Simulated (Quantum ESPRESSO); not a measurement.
Input of a Quantum ESPRESSO 7.5 run:

The input pw.in:

```
&CONTROL
  calculation = 'relax'
  prefix = 'pwscf'
  outdir = './tmp'
  pseudo_dir = './pseudo'
  tprnfor = .true.
  tstress = .true.
  disk_io = 'low'
  nstep = 40
  forc_conv_thr = 0.0001
  etot_conv_thr = 1d-05
/
&SYSTEM
  ibrav = 0
  nat = 2
  ntyp = 2
  ecutwfc = 100
  nbnd = 15
  occupations = 'smearing'
  smearing = 'gaussian'
  degauss = 0.00073499
/
&ELECTRONS
  conv_thr = 4d-10
  electron_maxstep = 120
  mixing_beta = 0.5
/
&IONS
  ion_dynamics = 'bfgs'
/
ATOMIC_SPECIES
Ga    69.7230 Ga.upf
P     30.9738 P.upf
CELL_PARAMETERS angstrom
  -0.0137710000    2.7542000000    2.7542000000
   2.7542000000   -0.0137710000    2.7542000000
   2.7404290000    2.7404290000    0.0000000000
ATOMIC_POSITIONS crystal
Ga     0.0000000000    0.0000000000    0.0000000000
P      0.2500000000    0.2500000000    0.2500000000
K_POINTS automatic
8 8 8 0 0 0
```

Potentials or basis: PseudoDojo 0.4.1 SR PBE standard.

The run is started by

```bash
$ OMP_NUM_THREADS=1 pw.x -in pw.in > pw.out
```

**Question.** Predict the band gap on the k mesh.

**Answer.** 1.49 eV, indirect (least direct gap 1.52 eV).

**Question.** Predict the energy gained by relaxing.

**Answer.** 0.1 meV/atom.

Stress tensor (GPa, compression positive):
```
 0.00  0.64  0.00
 0.64  0.00  0.00
 0.00  0.00 -0.01
```

A k mesh can miss the band edges. A hybrid or GW would open this gap; PBE tends to underestimate it.
